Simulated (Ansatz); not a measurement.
# CCSD(T)/cc-pVDZ run of SiBrCl3 (bromotrichlorosilane)

Aim: the energy change on altering one bond length of SiBrCl3 (bromotrichlorosilane) at CCSD(T)/cc-pVDZ, from 2 runs. 

The calculation is run with Ansatz 0.2.0.

55 further runs of the same task are left out: 12 that didn't finish, 43 set aside as unsound or not needed.

## Step 1: The molecule

The species is SiBrCl3 (5 atoms), meant as a singlet with charge 0. SMILES: `Cl[Si](Cl)(Cl)Br`. The shape is that of a PBE0-D4/def2-TZVP optimisation.

Bond lengths: Cl1–Si2 2.023 Å, Si2–Cl3 2.023 Å, Si2–Cl4 2.023 Å, Si2–Br5 2.188 Å. Angles: Cl1–Si2–Cl3 109.3°, Cl1–Si2–Cl4 109.3°, Cl1–Si2–Br5 109.7°, Cl3–Si2–Cl4 109.3°, Cl3–Si2–Br5 109.7°, Cl4–Si2–Br5 109.7°.

## Step 2: The energy at CCSD(T)/cc-pVDZ

File molecule.yaml:

```yaml
crystal:
  periodic: [false, false, false]
  atoms:
    - {symbol: Cl, position_ang: [-0.852900, -0.217700, 1.821600]}
    - {symbol: Si, position_ang: [0.003400, -0.042600, -0.003200]}
    - {symbol: Cl, position_ang: [1.690500, -1.158200, -0.059200]}
    - {symbol: Cl, position_ang: [-1.285700, -0.709700, -1.412800]}
    - {symbol: Br, position_ang: [0.494400, 2.054400, -0.387900]}
basis:
  gaussian: {orbitals: cc-pVDZ}
magnetization: {spin_polarized: false}
correlation: {method: ccsd_t, frozen_orbitals: {Br: 9, Cl: 5, Si: 5}}
accuracy: high
scf: {omitted_lower_state_checks: [cluster_reference, increment]}
```

The run is started by

```
$ ansatz run molecule.yaml --threads 1 --pin off --max-ram 3480MiB --events-out events.jsonl --progress --plain --runs-dir runs
```

Log, shortened:

```text
Warning: RAYON_NUM_THREADS=1 ignored (pool sized by the plan → 1); use --threads N
Functional definition: HF
  name "HF"
[...]
2154 factors; integrals over basis functions are off by at most 4.6e-9 eV
[...]
mean field -115377.04214855 eV, -4240.0280935913 hartree, gradient 1.9e-8 eV, S^2 0.000000; 0 other end points of the search recorded, 0 dependent functions left out
29 core orbitals not correlated: weight in the atoms' cores, before any rotation towards them, 1.000 or more for the frozen orbitals, at most 0.000 for the correlated occupied ones
reference -115377.04214855 eV, -4240.0280935913 hartree; 21, 21 occupied and 49, 49 virtual orbitals, 2154 factors
second order -16.76310137 eV of doubles, -0.00000000 eV of singles
cycle   1  -17.53167319 eV  change   -7.7e-1 eV  update   8.0e-2
[...]
cycle  18  -17.87878730 eV  change    2.1e-9 eV  update   2.3e-9
perturbative correction -0.42355762 eV, -0.0155654554 hartree
Total energy: -115395.34449347 eV, -4240.7006923613 hartree
Checks for a lower state left out: cluster_reference, increment
```

Wall time 38 s (1 thread of Arm Neoverse V2, shared host); peak memory 0.5 GiB.

## Step 3: The distorted shape, same level

File job.yaml:

```yaml
crystal:
  periodic: [false, false, false]
  atoms:
    - {symbol: Cl, position_ang: [-2.877418, 1.121018, 1.888800]}
    - {symbol: Si, position_ang: [-2.021118, 1.296118, 0.064000]}
    - {symbol: Cl, position_ang: [1.690500, -1.158200, -0.059200]}
    - {symbol: Cl, position_ang: [-3.310218, 0.629018, -1.345600]}
    - {symbol: Br, position_ang: [-1.530118, 3.393118, -0.320700]}
basis:
  gaussian: {orbitals: cc-pVDZ}
correlation: {method: ccsd_t, frozen_orbitals: {Br: 9, Cl: 5, Si: 5}}
accuracy: high
scf: {omitted_lower_state_checks: [cluster_reference, increment]}
```

The run is started by

```
$ ansatz run job.yaml --threads 1 --pin off --max-ram 3480MiB --events-out events.jsonl --progress --plain --runs-dir runs
```

Log, shortened:

```text
Warning: RAYON_NUM_THREADS=1 ignored (pool sized by the plan → 1); use --threads N
[... 2 set-up lines as earlier in the session ...]
[...]
2069 factors; integrals over basis functions are off by at most 4.6e-9 eV
[...]
mean field -115370.92826120 eV, -4239.8034123753 hartree, gradient 2.2e-8 eV, S^2 0.000000; 4 other end points of the search recorded, 0 dependent functions left out; unrestricted orbitals would lower it
29 core orbitals not correlated: weight in the atoms' cores, before any rotation towards them, 1.000 or more for the frozen orbitals, at most 0.000 for the correlated occupied ones
reference -115370.92826120 eV, -4239.8034123753 hartree; 21, 21 occupied and 49, 49 virtual orbitals, 2069 factors
second order -17.64474739 eV of doubles, -0.00000000 eV of singles
cycle   1  -17.79755718 eV  change    -1.9e0 eV  update   1.9e-1
[...]
cycle  35  -19.09571478 eV  change    1.4e-9 eV  update   1.2e-9
perturbative correction -1.93998199 eV, -0.0712930231 hartree
WARN: these amplitudes may be one of several solutions (largest doubles amplitude 0.65, level shift 3.06 eV)
Total energy: -115391.96395797 eV, -4240.5764599729 hartree
Checks for a lower state left out: cluster_reference, increment
```

It took 60 s on 1 thread of Arm Neoverse V2, shared host; peak memory 0.48 GiB.

## Step 4: What came out

At CCSD(T)/cc-pVDZ, 29 core orbitals frozen:

| quantity | value |
| --- | --- |
| first shape: total energy | -4240.70069 Eh |
| first shape: correlation energy (29 core orbitals frozen) | -672.6 mEh |
| first shape: (T) correction | -15.57 mEh |
| first shape: T1 diagnostic | 0.008 |
| distorted shape: total energy | -4240.57646 Eh |
| distorted shape: correlation energy (29 core orbitals frozen) | -773.0 mEh |
| distorted shape: (T) correction | -71.29 mEh |
| distorted shape: T1 diagnostic | 0.068 |
| energy change with the Si2–Cl3 bond stretched from 2.023 to 4.451 Å | 3.381 eV |

In words: One bond (distorted shape) is far stretched, which a spin-restricted single reference describes badly; perturbation theory on it can break down and give far too much correlation. With the Si2–Cl3 bond stretched from 2.023 to 4.451 Å the energy rises by 3.38 eV (78 kcal/mol). The first shape isn't relaxed at this level, so the change isn't measured from a minimum. A restricted reference can't describe the breaking bond well at this length. The triples (first shape) make up 2.3 % of the correlation energy. The T1 diagnostic (distorted shape) of 0.068 is above the customary mark for such species, so a single reference may not serve. The restricted solution (distorted shape) is unstable to spin breaking: an unrestricted one lies lower. The triples (distorted shape) make up 9.2 % of the correlation energy.
